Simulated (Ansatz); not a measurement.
# AgHO (SMILES [Ag+].[OH-]): Born-Oppenheimer dynamics

Aim: follow the atoms for 30 steps of 0.5 fs with a Langevin thermostat, with velocities drawn for 700 K.

Computed with Ansatz 0.2.0, Gaussian basis. Level: PBE0-D4/def2-SVP.

### 1 Starting geometry

The start, a pair relaxed at PBE0-D4: SMILES `[Ag+].[OH-]`, 3 atoms, charge 0, spin multiplicity 1.

Atoms are counted from 1 here; the program's logs count them from 0.

Bond lengths: Ag1–O2 2.009 Å, O2–H3 0.962 Å. Angles: Ag1–O2–H3 107.7°.

As a file:

```csv
atom,x (Å),y (Å),z (Å)
Ag1,-0.0408,0.0546,-1.4670
O2,-0.2360,0.3157,0.5151
H3,0.2768,-0.3705,0.9518
```

### 2 Dynamics

Contents of md/in.yaml:

```yaml
crystal:
  periodic: [false, false, false]
  atoms:
    - {symbol: Ag, position_ang: [-0.040816, 0.054636, -1.466995]}
    - {symbol: O, position_ang: [-0.236029, 0.315723, 0.515105]}
    - {symbol: H, position_ang: [0.276845, -0.370459, 0.951791]}
basis:
  gaussian: {orbitals: def2-SVP}
hamiltonian: {xc: pbe0, dispersion: d4}
md: {n_steps: 30, timestep: 0.5, temperature: 700, ensemble: nvt_langevin, seed: 524, friction: 0.05, initial_velocities: maxwell_boltzmann}
```

Command:

```console
ansatz run in.yaml --threads 2 --pin off --events-out ev --progress --plain --max-ram 5222MiB
```

Q: Predict the outcome of this session. Wanted: temperature at the start; mean temperature, second half; lowest and highest potential energy, from the first frame; largest change of potential + kinetic.

As calculated:

| quantity | value |
| --- | --- |
| length | 30 steps, 15.0 fs |
| temperature at the start | 467 K |
| mean temperature, second half | 278 K |
| lowest and highest potential energy, from the first frame | 0 and 41 meV |
| largest change of potential + kinetic | 148.9 meV |

In words: The thermostat trades energy with the molecule, so the sum of potential and kinetic energy isn't conserved: it changes by -36 meV over the run. The mean temperature of the second half is still well below the 700 K set. The instant temperature ranges from 139 to 785 K, as energy passes between motion and strain. The molecule keeps its bonds. Under Langevin the temperature counts 3N degrees of freedom, more than the drawn velocities fill, so it starts at 467 K, not 700 K.
